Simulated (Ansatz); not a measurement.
# H4InNSi: one species, many methods

One table from this session's results is given with a row withheld; the runs are named, their logs left out.

Program: Ansatz 0.2.0, Gaussian basis. Level of theory: functionals in def2-TZVPP, the program's frozen cores in correlated methods. These are calculated values, not measurements.

Levels to be run: LDA (SPW92), PBE-D4, revPBE-D4, BLYP-D4, r2SCAN-D4, B97M-V, PBE0-D4, B3LYP-D4, r2SCANh-D4, r2SCAN0-D4, HSE06-D4, BHLYP-D4, CAM-B3LYP-D4, LC-ωPBE, ωB97X-V, ωB97M-V, B2PLYP, PBE-QIDH; CCSD(T)/def2-SVP; CCSD(T)/def2-TZVPP; MP2/def2-QZVPP; extrapolation to the limit; RPA on PBE.

## The geometry

All runs share one geometry, relaxed beforehand with PBE0-D4 in a triple-zeta def2 set. In takes the def2 core potential; no spin-orbit term is included.

7 atoms, charge 0, spin multiplicity 1.

Atoms are counted from 1 here; the program's logs count them from 0.

Bond lengths: N1–Si2 1.708 Å, N1–In3 2.109 Å, N1–H4 1.012 Å, Si2–H5 1.494 Å, Si2–H6 1.498 Å, Si2–H7 1.494 Å. Angles: Si2–N1–In3 122.1°, Si2–N1–H4 117.3°, In3–N1–H4 120.7°, N1–Si2–H5 115.0°, N1–Si2–H6 105.6°, N1–Si2–H7 115.0°, H5–Si2–H6 107.3°, H5–Si2–H7 106.3°, H6–Si2–H7 107.3°.

The first run:

The input, in.yaml:

```yaml
crystal:
  periodic: [false, false, false]
  atoms:
    - {symbol: N, position_ang: [-0.448555, -0.897896, 0.002039]}
    - {symbol: Si, position_ang: [0.320174, 0.602848, -0.270345]}
    - {symbol: In, position_ang: [-0.800228, -1.639128, 1.944406]}
    - {symbol: H, position_ang: [-0.734050, -1.427505, -0.811938]}
    - {symbol: H, position_ang: [-0.512836, 1.618041, -0.983057]}
    - {symbol: H, position_ang: [0.624406, 1.152100, 1.089606]}
    - {symbol: H, position_ang: [1.612287, 0.523440, -1.016412]}
basis:
  gaussian: {orbitals: def2-TZVPP}
hamiltonian: {xc: lda}
output: {orbitals: {seedname: orbitals}}
```

The run is started by

```
$ ansatz run in.yaml --threads 2 --pin off --events-out ev --progress --plain --max-ram 4352MiB
```

Steps of the session up to this table: LDA; PBE-D4 (GGA); revPBE-D4 (GGA); BLYP-D4 (GGA); r2SCAN-D4 (meta-GGA); B97M-V (meta-GGA); PBE0-D4 (hybrid); B3LYP-D4 (hybrid); r2SCANh-D4 (hybrid); r2SCAN0-D4 (hybrid); HSE06-D4 (hybrid); BHLYP-D4 (hybrid); CAM-B3LYP-D4 (range-separated); LC-ωPBE (range-separated); ωB97X-V (range-separated); ωB97M-V (range-separated); B2PLYP (double hybrid); PBE-QIDH (double hybrid).

One table of the session follows, with a row left open; its other results are not shown here.

It belongs to the step «Orbital energies across the functionals». 

| functional | HOMO (eV) | LUMO (eV) | gap (eV) |
| --- | --- | --- | --- |
| LDA (SPW92) | -5.78 | -2.50 | 3.28 |
| PBE-D4 | -5.61 | -2.26 | 3.36 |
| revPBE-D4 | -5.55 | -2.15 | 3.40 |
| BLYP-D4 | -5.48 | -2.21 | 3.27 |
| r2SCAN-D4 | -5.88 | -2.06 | 3.83 |
| B97M-V | ? | ? | ? |
| PBE0-D4 | -6.72 | -1.59 | 5.13 |
| B3LYP-D4 | -6.60 | -1.83 | 4.77 |
| r2SCANh-D4 | -6.34 | -1.82 | 4.52 |
| r2SCAN0-D4 | -6.91 | -1.48 | 5.43 |
| HSE06-D4 | -6.33 | -1.94 | 4.39 |
| BHLYP-D4 | -7.56 | -0.97 | 6.59 |
| CAM-B3LYP-D4 | -7.95 | -0.79 | 7.16 |
| LC-ωPBE | -9.05 | 0.21 | 9.26 |
| ωB97X-V | -8.80 | 0.11 | 8.91 |
| ωB97M-V | -8.78 | -0.13 | 8.65 |

Q: Estimate the row for B97M-V from the others.

As computed: HOMO (eV): -5.90; LUMO (eV): -2.30; gap (eV): 3.61. In the column «HOMO (eV)» it lies between HSE06-D4 (-6.33) and r2SCAN-D4 (-5.88).
